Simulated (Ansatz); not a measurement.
# ClHOSn: the cost of one run

Computed with Ansatz 0.2.0 through its Python package. Level of theory: PBE0/def2-SVP.

## Step 1: The system

Bond lengths: O1–Sn2 1.938 Å, Sn2–Cl3 2.325 Å, O1–H4 0.974 Å. Angles: O1–Sn2–Cl3 107.8°, Sn2–O1–H4 105.9°.

No structure file is read: the coordinates are typed or built in the script.

## Step 2: The script

Input file clhosn.py:

```python
"""Relaxed scan of one distance in ClHOSn."""

import ansatz as az
import numpy as np

config = {
    "basis": "def2-SVP",
    "xc": "PBE0",
}

GEOMETRY = """
O    -0.45850    0.62750   -0.80060
Sn   -0.17610   -0.54070    0.71910
Cl    2.10530   -0.95600    0.88390
H    -1.41510    0.80890   -0.82270
"""


def main() -> None:
    system = az.Crystal.molecule()
    for line in GEOMETRY.strip().splitlines():
        symbol, *xyz = line.split()
        system = system.atom(symbol, [float(v) for v in xyz])

    base = (
        system.calculation()
        .basis(gaussian=config["basis"])
        .functional(config["xc"])
    )
    symbols = [site.symbol for site in system.cartesian_sites]
    pairs = [(0, 1), (0, 3), (1, 2)]
    print("held (A)   E (eV)        ", "  ".join(f"{symbols[i]}{i}-{symbols[j]}{j}" for i, j in pairs))
    for length in [2.14, 2.32, 2.51, 2.79, 3.14]:
        r = base.relax(constraints=[az.DistanceConstraint((1, 2), at=length)], force_tolerance=0.02, max_steps=60).run(threads=1, pin="off").report
        xyz = np.array(r["positions_ang"])
        print(f"{length:6.2f} {r['free_energy_ev']:14.5f}  ", "  ".join(f"{np.linalg.norm(xyz[i] - xyz[j]):.3f}" for i, j in pairs))


if __name__ == "__main__":
    main()
```

## Step 3: The input behind the calls

The engine receives this input (first run):

```yaml
crystal:
  periodic: [false, false, false]
  atoms:
    - { symbol: O, position_ang: [-0.4585, 0.6275, -0.8006] }
    - { symbol: Sn, position_ang: [-0.1761, -0.5407, 0.7191] }
    - { symbol: Cl, position_ang: [2.1053, -0.956, 0.8839] }
    - { symbol: H, position_ang: [-1.4151, 0.8089, -0.8227] }
basis:
  gaussian:
    orbitals: def2-SVP
hamiltonian:
  xc: pbe0
relax:
  f_tol: 0.02
  max_steps: 60
  constraints:
    - { distance: [1, 2], at: 2.14 }
```

## Step 4: The run

Started as:

```console
python clhosn.py
```

Q: Estimate wall time and peak memory on 1 thread of Arm Neoverse V2, shared host.

About 74 s, with a peak of 0.2 GiB.
